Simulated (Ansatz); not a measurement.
**HfHO+ (singlet): the correlation ladder, def2-SVP**

An exercise on one series of results from a longer session: the logs are not shown, and one member is left open.

Computed with Ansatz 0.2.0, Gaussian basis. Level: def2-SVP, core rule «outside noble gas», up to 5 orbitals frozen.

To be run: UHF; CCSD(T) on RHF; CCSD(T) on UHF; CISD; CCSDT(Q) on RHF; CCSDT(Q) on UHF; CCSDTQ on RHF; CASSCF and MRCISD+Q, 10 electrons in 11 orbitals; CASSCF and NEVPT4(SD), 10 electrons in 11 orbitals; CASSCF and NEVPT2, 10 electrons in 11 orbitals.

6 further runs of the same task are left out: 3 for a known fault of the program, 3 set aside as unsound or not needed.

## The geometry

The geometry is a PBE0/def2-TZVP stationary point (not a proven minimum). No spin-orbit coupling is included. Elements past krypton take def2 core potentials.

3 atoms, charge 1, spin multiplicity 1.

Atoms are counted from 1 here; the program's logs count them from 0.

Bond lengths: Hf1–O2 1.794 Å, O2–H3 0.965 Å. Angles: Hf1–O2–H3 180.0°.

Set-up of the first run:

Input file in.yaml:

```yaml
crystal:
  periodic: [false, false, false]
  atoms:
    - {symbol: Hf, position_ang: [0.000000, 0.000000, 1.517667]}
    - {symbol: O, position_ang: [0.000000, 0.000000, -0.276433]}
    - {symbol: H, position_ang: [0.000000, 0.000000, -1.241233]}
basis:
  gaussian: {orbitals: def2-SVP}
total_charge: 1
magnetization: {spin_polarized: true, initial_magnetization: 0}
hamiltonian: {xc: hf}
output: {orbitals: {seedname: orbitals}}
```

Command:

```console
ansatz run in.yaml --threads 1 --pin off --events-out ev --progress --plain --max-ram 2816MiB --backend cpu
```

Steps of the session up to this table: UHF; CCSD(T) on RHF; CCSD(T) on UHF; CISD; CCSDT(Q) on RHF; CCSDT(Q) on UHF; CCSDTQ on RHF; CASSCF and MRCISD+Q, 10 electrons in 11 orbitals; CASSCF and NEVPT4(SD), 10 electrons in 11 orbitals; CASSCF and NEVPT2, 10 electrons in 11 orbitals.

One of the session's tables, all rows but one given; the rest of the session is left out.

It belongs to the step «Misses and costs». 

```
            method  from RCCSDTQ (kJ/mol)
               RHF                 +708.8
               UHF                 +672.7
              RMP2                  +54.1
              UMP2                  +52.1
             RCCSD                  +27.4
             UCCSD                  +30.0
          RCCSD(T)                   +3.1
          UCCSD(T)                   +7.5
            RCCSDT                   +1.7
            UCCSDT                   +5.7
         RCCSDT(Q)                   -0.3
         UCCSDT(Q)                      ?
           RCCSDTQ                      0
    CASSCF valence                 +302.9
    NEVPT2 valence                  +74.0
NEVPT4(SD) valence                  +14.3
    MRCISD valence                  +16.8
  MRCISD+Q valence                   +6.0
```

Q: Estimate the row for UCCSDT(Q) from the others.

As computed: from RCCSDTQ (kJ/mol): +3.4. In the column «from RCCSDTQ (kJ/mol)» it lies between RCCSD(T) (+3.1) and UCCSDT (+5.7).

Limits of these values: The determinant is far from a pure spin state, so its energy mixes those of several spin states (harmless only where they are near-degenerate, as at dissociation). Restricted and unrestricted rows rest on different reference determinants; where their highest levels disagree by more than a few hundredths of an eV, they describe different states and don't form one ladder.
